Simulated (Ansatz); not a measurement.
**C6H15FO3Si: up Jacob's ladder to CCSD(T)**

Aim: compute C6H15FO3Si with functionals from several rungs and with coupled cluster, and see how far each lands from CCSD(T) at the basis-set limit for the atomisation energy.

The runs use Ansatz 0.2.0, Gaussian basis; functionals in def2-TZVPP, the program's frozen cores in correlated methods.

Levels to be run: LDA (SPW92), PBE-D4, revPBE-D4, BLYP-D4, r2SCAN-D4, B97M-V, PBE0-D4, B3LYP-D4, r2SCANh-D4, r2SCAN0-D4, HSE06-D4, BHLYP-D4, CAM-B3LYP-D4, LC-ωPBE, ωB97X-V, ωB97M-V, B2PLYP, PBE-QIDH; CCSD(T)/def2-SVP; CCSD(T)/def2-TZVPP; MP2/def2-QZVPP; extrapolation to the limit; RPA on PBE.

### Step 1. The relaxed structure

An earlier PBE0-D4 in a triple-zeta def2 set relaxation fixed the geometry.

SMILES `CCO[Si](F)(OCC)OCC`, 26 atoms, charge 0, spin multiplicity 1.

Atoms are counted from 1 here; the program's logs count them from 0.

Bond lengths: C1–C2 1.507 Å, C1–H12 1.093 Å, C1–H13 1.092 Å, C1–H14 1.092 Å, C2–O3 1.419 Å, C2–H15 1.096 Å, C2–H16 1.096 Å, O3–Si4 1.614 Å, Si4–F5 1.598 Å, Si4–O6 1.614 Å, Si4–O9 1.614 Å, O6–C7 1.420 Å, C7–C8 1.507 Å, C7–H17 1.096 Å, C7–H18 1.096 Å, C8–H19 1.093 Å, C8–H20 1.092 Å, C8–H21 1.092 Å and more. Angles: C2–C1–H12 110.3°, C2–C1–H13 110.5°, C2–C1–H14 110.6°, H12–C1–H13 108.5°, H12–C1–H14 108.5°, H13–C1–H14 108.4°, C1–C2–O3 109.1°, C1–C2–H15 110.6°, C1–C2–H16 110.5°, O3–C2–H15 109.3°, O3–C2–H16 109.6°, H15–C2–H16 107.7°, C2–O3–Si4 125.8°, O3–Si4–F5 108.8°, O3–Si4–O6 110.1°, O3–Si4–O9 110.2°, F5–Si4–O6 108.8°, F5–Si4–O9 108.8° and more.

### Step 2. LDA

This LDA is Slater exchange with PW92 correlation.

in.yaml reads:

```yaml
crystal:
  periodic: [false, false, false]
  atoms:
    - {symbol: C, position_ang: [-2.422897, 1.600102, -2.575500]}
    - {symbol: C, position_ang: [-1.718734, 0.374617, -2.052280]}
    - {symbol: O, position_ang: [-1.103009, 0.686126, -0.811807]}
    - {symbol: Si, position_ang: [-0.273445, -0.342863, 0.114011]}
    - {symbol: F, position_ang: [-1.230257, -1.556204, 0.519643]}
    - {symbol: O, position_ang: [0.225127, 0.397168, 1.458775]}
    - {symbol: C, position_ang: [-0.615073, 1.000025, 2.431541]}
    - {symbol: C, position_ang: [0.235881, 1.542533, 3.550785]}
    - {symbol: O, position_ang: [0.990948, -0.928458, -0.700328]}
    - {symbol: C, position_ang: [1.919418, -1.884680, -0.211204]}
    - {symbol: C, position_ang: [2.920713, -2.198505, -1.292859]}
    - {symbol: H, position_ang: [-2.900739, 1.381850, -3.533469]}
    - {symbol: H, position_ang: [-1.713236, 2.417019, -2.720174]}
    - {symbol: H, position_ang: [-3.190635, 1.931452, -1.873407]}
    - {symbol: H, position_ang: [-0.954688, 0.037154, -2.761582]}
    - {symbol: H, position_ang: [-2.430930, -0.447143, -1.912775]}
    - {symbol: H, position_ang: [-1.193188, 1.804186, 1.962779]}
    - {symbol: H, position_ang: [-1.325160, 0.257749, 2.814479]}
    - {symbol: H, position_ang: [-0.392838, 2.015202, 4.309082]}
    - {symbol: H, position_ang: [0.939375, 2.286000, 3.171135]}
    - {symbol: H, position_ang: [0.805192, 0.740270, 4.024396]}
    - {symbol: H, position_ang: [1.385916, -2.792790, 0.092973]}
    - {symbol: H, position_ang: [2.422989, -1.480989, 0.674268]}
    - {symbol: H, position_ang: [2.420673, -2.609541, -2.172083]}
    - {symbol: H, position_ang: [3.647971, -2.930758, -0.934235]}
    - {symbol: H, position_ang: [3.456522, -1.295721, -1.592263]}
basis:
  gaussian: {orbitals: def2-TZVPP}
hamiltonian: {xc: lda}
output: {orbitals: {seedname: orbitals}}
```

Further steps of the session: PBE-D4 (GGA); revPBE-D4 (GGA); BLYP-D4 (GGA); r2SCAN-D4 (meta-GGA); B97M-V (meta-GGA); PBE0-D4 (hybrid); B3LYP-D4 (hybrid); r2SCANh-D4 (hybrid); r2SCAN0-D4 (hybrid); HSE06-D4 (hybrid); BHLYP-D4 (hybrid); CAM-B3LYP-D4 (range-separated); LC-ωPBE (range-separated); ωB97X-V (range-separated); ωB97M-V (range-separated); B2PLYP (double hybrid); PBE-QIDH (double hybrid); CCSD(T) in def2-SVP; CCSD(T) in def2-TZVPP; MP2 in def2-QZVPP; RPA on PBE orbitals.

**Question.** What will the summary of the whole plan be? Wanted: atomisation energy, CCSD(T)/CBS; farthest beyond LDA; mean size of error, GGA; mean size of error, meta-GGA; mean size of error, hybrid; mean size of error, range-separated; mean size of error, double hybrid; gap, smallest and largest; T1 diagnostic.

As calculated:

| quantity | value |
| --- | --- |
| atomisation energy, CCSD(T)/CBS | 110.950 eV |
| functionals within 0.555 eV (0.5 %) | r2SCAN-D4, B97M-V, PBE0-D4, B3LYP-D4, r2SCANh-D4, HSE06-D4, CAM-B3LYP-D4, LC-ωPBE, ωB97X-V, ωB97M-V |
| farthest beyond LDA | BHLYP-D4 (-3.243 eV) |
| mean size of error, GGA | 1.112 eV |
| mean size of error, meta-GGA | 0.102 eV |
| mean size of error, hybrid | 0.938 eV |
| mean size of error, range-separated | 0.259 eV |
| mean size of error, double hybrid | 0.999 eV |
| gap, smallest and largest | 6.89 eV (LDA (SPW92)), 14.36 eV (LC-ωPBE) |
| T1 diagnostic | 0.0108 |
| triples share of the correlation energy | 3.5 % |

LDA overbinds by 15.581 eV (14 %). PBE-D4 misses by +1.692 eV. Double hybrids carry the basis error of their MP2 part in triple zeta, and no dispersion term here, so their miss is partly the set-up's. The rungs meta-GGA, range-separated miss on average by less than the doubt on the reference (0.555 eV), so they tie. The reference freezes the cores and leaves out relativity and excitations past (T), so misses under about 0.555 eV can't be ranked. Hartree-Fock recovers 74 % of the binding; the rest is correlation. CCSD(T) in def2-SVP is off by -5.775 eV, which most functionals beat. Orbital gaps span 6.9 to 14.4 eV; exact exchange widens them.
